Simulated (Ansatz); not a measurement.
Runs of Ansatz 0.2.0 on GeCN2. Symmetry: R-3m, No. 166, trigonal system. Conventional cell: a = 3.588 Å, b = 3.588 Å, c = 14.766 Å, α = 90.00°, β = 90.00°, γ = 120.00°. Ge (site symmetry -3m) has 6 N at 2.40 Å as nearest neighbours. N (site symmetry 3m) has 1 C at 1.24 Å as nearest neighbours. C (site symmetry -3m) has 2 N at 1.24 Å as nearest neighbours. The cell comes from a database or a generator and needn't be the stable form of this composition.

```csv
task,level,k mesh,cutoff (eV),smearing,points for each segment of the path,gap on the mesh (eV),pressure (GPa),V0 of scaled cells (Å³/atom),B0 (GPa),largest force (eV/Å)
band structure,PBEsol,9 × 9 × 9,420,fermi-dirac 0.05 eV,14,1.00,-3.3,-,-,0.07
band structure,HSE06,6 × 6 × 6,420,fermi-dirac 0.05 eV,4,1.68,-,-,-,0.96
single point,PBE,9 × 9 × 9,420,fermi-dirac 0.05 eV,-,(c),0.0,-,-,0.02
band structure,PBE0,6 × 6 × 6,420,fermi-dirac 0.05 eV,4,(a),-,-,-,1.00
equation of state,PBE,9 × 9 × 9,420,fermi-dirac 0.05 eV,-,-,-,(d),130,-
equation of state,LDA,9 × 9 × 9,420,fermi-dirac 0.05 eV,-,-,-,13.04,(b),-
equation of state,r2SCAN,9 × 9 × 9,500,fermi-dirac 0.05 eV,-,-,-,13.39,140,-
Born charges and dielectric tensor,PBE,8 × 8 × 8,420,fixed,-,1.04,-,-,-,-
```

Alike in all rows: potentials or basis Ansatz PAW; no spin polarisation; cell as given.

Estimate the missing entries.

(a) 2.34; (b) 146; (c) 1.12; (d) 13.72.

Caveats: the PAW data sets come from PBE, with cores solved anew for the run's functional, which leaves a small shift of forces and pressure (some runs); the cell was scaled at fixed shape and fractional positions, which overstates the stiffness of a crystal with free parameters, most of all of layers and chains (some runs); the k mesh misses the band edges, so the gap on the mesh is wider than the one along the path (some runs); odd divisions of the mesh miss points on the zone boundary, where band edges often lie, so the gap on the mesh can be too wide (some runs); forces of over 1 eV/Å show positions far from the minimum, so gaps and moduli don't describe the material at rest (some runs).

A k mesh can miss the band edges, and the runs leave out spin-orbit coupling on Ge.

Not every run made on this cell is shown here.
